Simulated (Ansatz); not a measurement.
# CH3ClF2Si (SMILES C[Si](F)(F)Cl): PBE-QIDH/def2-SVP

Aim: the vertical ionisation energy of CH3ClF2Si at PBE-QIDH/def2-SVP, from 2 runs. 

The calculation is run with Ansatz 0.2.0.

126 further runs of the same task are left out: 126 set aside as unsound or not needed.

## Step 1: The system as given

The species is CH3ClF2Si (8 atoms), meant as a singlet with charge 0. As SMILES, `C[Si](F)(F)Cl`. The shape is that of a PBE0-D4/def2-TZVP optimisation.

Bond lengths: C1–Si2 1.832 Å, Si2–F3 1.582 Å, Si2–F4 1.582 Å, Si2–Cl5 2.029 Å, C1–H6 1.092 Å, C1–H7 1.092 Å, C1–H8 1.091 Å. Some angles: C1–Si2–F3 111.0°, C1–Si2–F4 111.0°, C1–Si2–Cl5 112.6°, F3–Si2–F4 106.6°, F3–Si2–Cl5 107.7°, F4–Si2–Cl5 107.8°, Si2–C1–H6 110.1°, Si2–C1–H7 110.4°, Si2–C1–H8 110.4°, H6–C1–H7 108.6°.

## Step 2: A single-point energy at PBE-QIDH/def2-SVP

The input, job.yaml:

```yaml
basis:
  gaussian: {orbitals: def2-SVP}
crystal:
  periodic: [false, false, false]
  atoms:
    - symbol: C
      position_ang: [-0.808500, -0.299000, 0.512200]
    - symbol: Si
      position_ang: [0.690600, 0.151400, -0.439200]
    - symbol: F
      position_ang: [1.987000, -0.472300, 0.219100]
    - symbol: F
      position_ang: [0.616200, -0.415600, -1.914200]
    - symbol: Cl
      position_ang: [0.963100, 2.158500, -0.560900]
    - symbol: H
      position_ang: [-0.917100, -1.385400, 0.549800]
    - symbol: H
      position_ang: [-0.740200, 0.080400, 1.533400]
    - symbol: H
      position_ang: [-1.698800, 0.124800, 0.044100]
output: {orbitals: {seedname: orbitals}}
correlation: {frozen_orbitals: {C: 1, Cl: 5, F: 1, H: 0, Si: 5}}
hamiltonian: {xc: {name: PBE-QIDH}}
accuracy: high
```

Launch:

```sh
$ ansatz run job.yaml --threads 1 --pin off --max-ram 3480MiB --events-out events.jsonl --progress --plain --runs-dir runs
```

The program printed:

```text
Warning: RAYON_NUM_THREADS=1 ignored (pool sized by the plan → 1); use --threads N
Functional definition: PBE-QIDH
  name "PBE-QIDH"
  parameter a = 3^(-1/3)
  parameter c = 1/3
  exchange = (1 - a)*pbe_x + a*exact_x
  correlation = (1 - c)*pbe_c + c*(mp2_os + mp2_ss)
1970 factors; integrals over basis functions are off by at most 2.4e-8 eV
mean field evaluation 1: about -26881.6643 eV, gradient 4.0e1 eV
mean field evaluation 2: about -26881.7194 eV, gradient 4.0e1 eV
mean field evaluation 4: about -26884.7412 eV, gradient 2.7e0 eV
mean field evaluation 8: about -26884.7615 eV, gradient 2.9e-2 eV
mean field evaluation 16: about -26884.7615 eV, gradient 3.1e-6 eV
mean field -26884.76147251 eV, -987.9967609688 hartree, gradient 7.0e-8 eV, S^2 0.000000; 0 other end points of the search recorded, 0 dependent functions left out
13 core orbitals not correlated: weight in the atoms' cores, before any rotation towards them, 1.000 or more for the frozen orbitals, at most 0.000 for the correlated occupied ones
reference -26884.76147336 eV, -987.9967610001 hartree; 16, 16 occupied and 64, 64 virtual orbitals, 1970 factors
second order -22.45275265 eV of doubles, -0.00000000 eV of singles
Total energy: -26892.24572424 eV, -988.2718021471 hartree
```

Wall time 9.6 s (1 thread of Arm Neoverse V2, shared host); peak memory 0.33 GiB.

## Step 3: The doublet cation

The input, in.yaml:

```yaml
crystal:
  periodic: [false, false, false]
  atoms:
    - {symbol: C, position_ang: [-0.808500, -0.299000, 0.512200]}
    - {symbol: Si, position_ang: [0.690600, 0.151400, -0.439200]}
    - {symbol: F, position_ang: [1.987000, -0.472300, 0.219100]}
    - {symbol: F, position_ang: [0.616200, -0.415600, -1.914200]}
    - {symbol: Cl, position_ang: [0.963100, 2.158500, -0.560900]}
    - {symbol: H, position_ang: [-0.917100, -1.385400, 0.549800]}
    - {symbol: H, position_ang: [-0.740200, 0.080400, 1.533400]}
    - {symbol: H, position_ang: [-1.698800, 0.124800, 0.044100]}
basis:
  gaussian:
    orbitals: def2-SVP
total_charge: 1
magnetization:
  spin_polarized: true
  initial_magnetization: 1
hamiltonian:
  xc: {name: PBE-QIDH}
correlation:
  frozen_orbitals: {C: 1, Cl: 5, F: 1, H: 0, Si: 5}
accuracy: high
output:
  orbitals: {seedname: orbitals}
```

Launch:

```sh
$ ansatz run in.yaml --threads 1 --pin off --max-ram 3480MiB --events-out events.jsonl --progress --plain --runs-dir runs
```

The program printed, cut to the lines that bear on the results:

```text
Warning: RAYON_NUM_THREADS=1 ignored (pool sized by the plan → 1); use --threads N
[... 2 set-up lines as earlier in the session ...]
[...]
1969 factors; integrals over basis functions are off by at most 2.4e-8 eV
[...]
mean field -26872.49705596 eV, -987.5460519739 hartree, gradient 7.2e-8 eV, S^2 0.760439; 5 other end points of the search recorded, 0 dependent functions left out
13 core orbitals not correlated: weight in the atoms' cores, before any rotation towards them, 1.000 or more for the frozen orbitals, at most 0.000 for the correlated occupied ones
reference -26872.49705684 eV, -987.5460520061 hartree; 16, 15 occupied and 64, 65 virtual orbitals, 1969 factors
second order -22.11349273 eV of doubles, -0.00000000 eV of singles
Total energy: -26879.86822108 eV, -987.8169372957 hartree
```

It took 46 s on 1 thread of Arm Neoverse V2, shared host; peak memory 0.52 GiB.

## Step 4: What came out

At PBE-QIDH/def2-SVP, 13 core orbitals frozen:

| quantity | value |
| --- | --- |
| singlet CH3ClF2Si: total energy | -988.27180 Eh |
| singlet CH3ClF2Si: HOMO energy (SCF part's orbitals) | -11.86 eV |
| singlet CH3ClF2Si: LUMO energy (SCF part's orbitals) | 3.04 eV |
| singlet CH3ClF2Si: HOMO–LUMO gap (SCF part's orbitals) | 14.91 eV |
| doublet cation: total energy | -987.81694 Eh |
| doublet cation: HOMO energy (SCF part's orbitals) (highest over α and β) | -18.23 eV |
| doublet cation: LUMO energy (SCF part's orbitals) (lowest over α and β) | -12.63 eV |
| doublet cation: ⟨S²⟩ | 0.760 |
| vertical ionisation energy (to the doublet cation) | 12.378 eV |

The vertical ionisation energy comes to 12.38 eV (285 kcal/mol). The negative HOMO energy of the first species, 11.86 eV, lies 0.51 eV below that difference.
